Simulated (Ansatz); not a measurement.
# BCl2(vinyl) (C₂H₃BCl₂): structure and electronic state

What does BCl2(vinyl) (C₂H₃BCl₂) look like as a singlet, and where do its frontier electrons sit?

Method: RKS PBE0-D4/def2-TZVP; program: Ansatz 0.2.0, Gaussian basis.

The runs, in order: relaxation at PBE-D4/def2-SVP; a search for the lowest solution at PBE0-D4/def2-SVP; a single point at PBE0-D4/def2-TZVP.

### 1 The starting structure

8 atoms, charge 0, spin multiplicity 1.

Atoms are counted from 1 here; the program's logs count them from 0.

Bond lengths: B1–Cl2 1.721 Å, B1–Cl3 1.721 Å, B1–C4 1.553 Å, C4–C5 1.333 Å, C4–H6 1.084 Å, C5–H7 1.078 Å, C5–H8 1.078 Å. Angles: Cl2–B1–Cl3 118.4°, Cl2–B1–C4 120.4°, Cl3–B1–C4 121.2°, B1–C4–C5 124.4°, B1–C4–H6 117.7°, C5–C4–H6 117.9°, C4–C5–H7 121.2°, C4–C5–H8 122.4°, H7–C5–H8 116.4°.

Geometry (Å):

```mol
C2H3BCl2
  3D, bonds by distance, orders not assigned

  8  7  0  0  0  0  0  0  0  0999 V2000
    0.7015    0.9574   -0.3706 B   0  0
    1.9863    1.2930   -1.4657 Cl  0  0
    0.0942    2.2442    0.5981 Cl  0  0
    0.1124   -0.4757   -0.2677 C   0  0
   -0.8630   -0.8301    0.5689 C   0  0
    0.5258   -1.2381   -0.9177 H   0  0
   -1.3097   -0.1146    1.2405 H   0  0
   -1.2474   -1.8360    0.6143 H   0  0
  1  2  8  0
  1  3  8  0
  1  4  8  0
  4  5  8  0
  4  6  8  0
  5  7  8  0
  5  8  8  0
M  END
```

The start is a GFN2-xTB geometry.

### 2 Optimising with PBE-D4/def2-SVP

The input, in.yaml:

```yaml
crystal:
  periodic: [false, false, false]
  atoms:
    - {symbol: B, position_ang: [0.701500, 0.957360, -0.370630]}
    - {symbol: Cl, position_ang: [1.986300, 1.292950, -1.465740]}
    - {symbol: Cl, position_ang: [0.094220, 2.244180, 0.598110]}
    - {symbol: C, position_ang: [0.112350, -0.475680, -0.267740]}
    - {symbol: C, position_ang: [-0.862990, -0.830090, 0.568890]}
    - {symbol: H, position_ang: [0.525770, -1.238100, -0.917720]}
    - {symbol: H, position_ang: [-1.309690, -0.114640, 1.240520]}
    - {symbol: H, position_ang: [-1.247450, -1.835970, 0.614300]}
basis:
  gaussian: {orbitals: def2-SVP}
hamiltonian: {xc: pbe, dispersion: d4}
scf: {omitted_lower_state_checks: [starts]}
output: {orbitals: {seedname: orbitals}}
relax: {f_tol: 0.02, max_steps: 100}
```

The run is started by

```sh
$ ansatz run in.yaml --threads 2 --pin off --events-out ev --progress --plain --max-ram 4352MiB
```

The runs that follow: Searching for the lowest solution, PBE0-D4/def2-SVP; Single point, PBE0-D4/def2-TZVP.

**Question.** What will the summary of the whole plan be? Wanted: point group; commonest bond, hydrogen aside; HOMO, LUMO at PBE0-D4/def2-TZVP; dipole at PBE-D4/def2-SVP.

**Answer**, as computed:

```
                       quantity                           value
                    point group                              Cs
 commonest bond, hydrogen aside  B–Cl, 2 of mean length 1.766 Å
HOMO, LUMO at PBE0-D4/def2-TZVP                 -8.48, -2.27 eV
      dipole at PBE-D4/def2-SVP                          1.69 D
```

What this shows: The molecule keeps its bonding pattern by the stored test; the atoms moved 0.03 Å (rms). No usable vibrations, so a minimum isn't proven. The point group is read from a loosely relaxed geometry; soft torsions can leave it below the true symmetry.
